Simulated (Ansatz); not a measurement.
**TiB2: the crystal squeezed far**

An exercise on one series of results from a longer session: the logs are not shown, and one member is left open.

Program: Ansatz 0.2.0. Level of theory: DFT r²SCAN, with the methods named in each step. These are calculated values, not measurements.

### The system as given

The structure is hexagonal, space group P6/mmm (No. 191). Conventional cell: a = 3.158 Å, b = 3.158 Å, c = 3.474 Å, α = 90.00°, β = 90.00°, γ = 120.00°. Around Ti (site symmetry 6/mmm) lie 12 B at 2.52 Å. B (site symmetry -6m2) has 3 B at 1.82 Å and 6 Ti at 2.52 Å in its first shell of neighbours.

Coordinates:

```xyz
3
Lattice="3.1579 0.0000 0.0000 -1.5790 2.7348 0.0000 0.0000 0.0000 3.4737" Properties=species:S:1:pos:R:3 pbc="T T T"
Ti    0.0000    0.0000    0.0000
B     0.0000    1.8232    1.7368
B     1.5790    0.9116    1.7368
```

Whether this phase is the stable one at these pressures isn't tested.

Atoms are numbered in the order of the input: Ti1, B2, B3.

Set-up of the first run:

File input.yaml:

```yaml
crystal:
  lattice:
    - [3.1579068305, 0.0, 0.0]
    - [-1.5789534152, 2.734827538, 0.0]
    - [0.0, 0.0, 3.4736975135]
  atoms:
    - { symbol: Ti, position: [0.0, 0.0, 0.0] }
    - { symbol: B, position: [0.3333333333, 0.6666666667, 0.5] }
    - { symbol: B, position: [0.6666666667, 0.3333333333, 0.5] }
kpoints:
  mp_grid: { grid: [12, 12, 10] }
scf:
  occupations: { method: fermi_dirac, width: 0.08 }
hamiltonian:
  xc: r2scan
  pseudopotentials: { kind: paw }
output:
  forces: true
  stress: true
relax:
  f_tol: 0.005
  max_steps: 40
  cell: {}
```

Command:

```bash
> ansatz run input.yaml --threads 1 --pin off --max-ram 3072MiB --backend cpu --events-out ev --progress --plain --runs-dir out
```

Steps of the session up to this table: Cell relaxed at zero pressure, PAW; Volume scaled by 1, PAW; Shape and atoms relaxed at 0.94 of the volume, PAW; Volume scaled by 0.94, PAW; Shape and atoms relaxed at 0.88 of the volume, PAW; Volume scaled by 0.88, PAW; Shape and atoms relaxed at 0.8 of the volume, PAW; Volume scaled by 0.8, PAW; Shape and atoms relaxed at 0.72 of the volume, PAW; Volume scaled by 0.72, PAW; Shape and atoms relaxed at 0.62 of the volume, PAW; Volume scaled by 0.62, PAW; Volume scaled by 0.62, PAW (source ansatz).

One table of the session follows, with a row left open; its other results are not shown here.

```
             method  volume over the first  volume (Å³/atom)  pressure (GPa)
                PAW                      1             8.512            0.00
                PAW                   0.94                 ?               ?
                PAW                   0.88             7.491           42.18
                PAW                    0.8             6.810           88.47
                PAW                   0.72             6.129          159.26
                PAW                   0.62             5.277          307.27
PAW (source ansatz)                   0.62             5.277          307.66
```

**Question.** Estimate the row for PAW, 0.94.

As computed: volume (Å³/atom): 8.001; pressure (GPa): 17.97. In the column «volume (Å³/atom)» it lies between PAW, 0.88 (7.491) and PAW, 1 (8.512).

Caveats from the session: At pressures up to 308 GPa the PAW spheres may overlap and frozen cores may not hold, so those PAW values are rough without an all-electron check.
